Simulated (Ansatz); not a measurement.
# CH9B2GaSi: taking an electron away

One table from this session's results is given with a row withheld; the runs are named, their logs left out.

Program: Ansatz 0.2.0, Gaussian basis. Level of theory: unrestricted cation, the program's frozen cores in correlated methods. These are calculated values, not measurements.

The runs, in order: UKS PBE-D4/def2-TZVPP; UKS r2SCAN-D4/def2-TZVPP; UKS PBE0-D4/def2-TZVPP; UKS B3LYP-D4/def2-TZVPP; UKS wB97X-V/def2-TZVPP; UKS wB97M-V/def2-TZVPP; UKS B2PLYP/def2-TZVPP; UHF-CCSD(T)/def2-TZVPP; UHF-MP2/def2-QZVPP; extrapolation to the limit; then −ε(HOMO) from the neutral's earlier runs with LDA (SPW92), PBE-D4, revPBE-D4, BLYP-D4, r2SCAN-D4, B97M-V, PBE0-D4, B3LYP-D4, r2SCANh-D4, r2SCAN0-D4, HSE06-D4, BHLYP-D4, CAM-B3LYP-D4, LC-ωPBE, ωB97X-V, ωB97M-V.

## Structure used throughout

All runs share one geometry, relaxed beforehand with PBE0-D4 in a triple-zeta def2 set.

14 atoms, charge 0, spin multiplicity 1.

Atoms are counted from 1 here; the program's logs count them from 0.

Bond lengths: B1–B2 1.536 Å, B1–Ga3 2.172 Å, B1–H6 1.194 Å, B1–H7 1.229 Å, B2–Ga3 2.422 Å, B2–C4 1.509 Å, Ga3–H8 1.581 Å, Ga3–H9 1.570 Å, C4–Si5 1.903 Å, C4–H10 1.094 Å, C4–H11 1.096 Å, Si5–H12 1.483 Å, Si5–H13 1.483 Å, Si5–H14 1.485 Å. Angles: B2–B1–Ga3 79.5°, B2–B1–H6 129.4°, B2–B1–H7 112.0°, Ga3–B1–H6 108.7°, Ga3–B1–H7 81.5°, H6–B1–H7 118.6°, B1–B2–Ga3 61.9°, B1–B2–C4 173.5°, Ga3–B2–C4 117.1°, B1–Ga3–B2 38.6°, B1–Ga3–H8 127.9°, B1–Ga3–H9 112.6°, B2–Ga3–H8 96.9°, B2–Ga3–H9 143.6°, H8–Ga3–H9 118.0°, B2–C4–Si5 106.8°, B2–C4–H10 115.6°, B2–C4–H11 111.4° and more.

Coordinates:

```xyz
14
CH9B2GaSi
B    -0.7754    0.7441    1.7075
B    -0.2717   -0.3903    0.8024
Ga   -1.8995    1.1565   -0.1051
C     0.3323   -1.3910   -0.1525
Si    1.8638   -0.5635   -0.9218
H    -1.5348    0.6995    2.6277
H    -0.2657    1.8245    1.4185
H    -1.3783    1.1287   -1.5976
H    -3.2722    1.8603    0.1839
H    -0.3191   -1.7185   -0.9677
H     0.7277   -2.2641    0.3791
H     1.5220    0.7699   -1.4732
H     2.9127   -0.4205    0.1167
H     2.3581   -1.4356   -2.0179
```

The first run:

The input, in.yaml:

```yaml
crystal:
  periodic: [false, false, false]
  atoms:
    - {symbol: B, position_ang: [-0.775372, 0.744137, 1.707495]}
    - {symbol: B, position_ang: [-0.271664, -0.390271, 0.802368]}
    - {symbol: Ga, position_ang: [-1.899517, 1.156465, -0.105121]}
    - {symbol: C, position_ang: [0.332294, -1.391001, -0.152518]}
    - {symbol: Si, position_ang: [1.863844, -0.563513, -0.921787]}
    - {symbol: H, position_ang: [-1.534795, 0.699461, 2.627693]}
    - {symbol: H, position_ang: [-0.265664, 1.824456, 1.418482]}
    - {symbol: H, position_ang: [-1.378275, 1.128672, -1.597573]}
    - {symbol: H, position_ang: [-3.272236, 1.860339, 0.183937]}
    - {symbol: H, position_ang: [-0.319112, -1.718516, -0.967661]}
    - {symbol: H, position_ang: [0.727680, -2.264088, 0.379132]}
    - {symbol: H, position_ang: [1.522022, 0.769871, -1.473163]}
    - {symbol: H, position_ang: [2.912690, -0.420456, 0.116659]}
    - {symbol: H, position_ang: [2.358094, -1.435565, -2.017943]}
basis:
  gaussian: {orbitals: def2-TZVPP}
total_charge: 1
magnetization: {spin_polarized: true, initial_magnetization: 1}
hamiltonian: {xc: pbe, dispersion: d4}
```

Launch:

```console
> ansatz run in.yaml --threads 2 --pin off --events-out ev --progress --plain --max-ram 32768MiB --backend cuda --devices 0, --max-vram 18GiB
```

Steps of the session up to this table: Cation, UKS PBE-D4/def2-TZVPP; Cation, UKS r2SCAN-D4/def2-TZVPP; Cation, UKS PBE0-D4/def2-TZVPP; Cation, UKS B3LYP-D4/def2-TZVPP; Cation, UKS wB97X-V/def2-TZVPP; Cation, UKS wB97M-V/def2-TZVPP; Cation, UKS B2PLYP (frozen core)/def2-TZVPP; Cation, UHF-CCSD(T)/def2-TZVPP; Cation, UHF-MP2/def2-QZVPP.

One table of the session follows, with a row left open; its other results are not shown here.

For comparison, −ε(HOMO) of the neutral from earlier runs:

```
  functional  −ε(HOMO) (eV)
 LDA (SPW92)           5.79
      PBE-D4           5.66
   revPBE-D4           5.60
     BLYP-D4           5.49
   r2SCAN-D4           5.84
      B97M-V           5.90
     PBE0-D4           6.62
    B3LYP-D4           6.42
  r2SCANh-D4           6.20
  r2SCAN0-D4           6.74
    HSE06-D4           6.23
    BHLYP-D4           7.43
CAM-B3LYP-D4              ?
     LC-ωPBE           9.08
     ωB97X-V           8.76
     ωB97M-V           8.62
```

**Question.** Estimate the row for CAM-B3LYP-D4.

The run gave: −ε(HOMO) (eV): 7.80. In the column «−ε(HOMO) (eV)» it lies between BHLYP-D4 (7.43) and ωB97M-V (8.62).
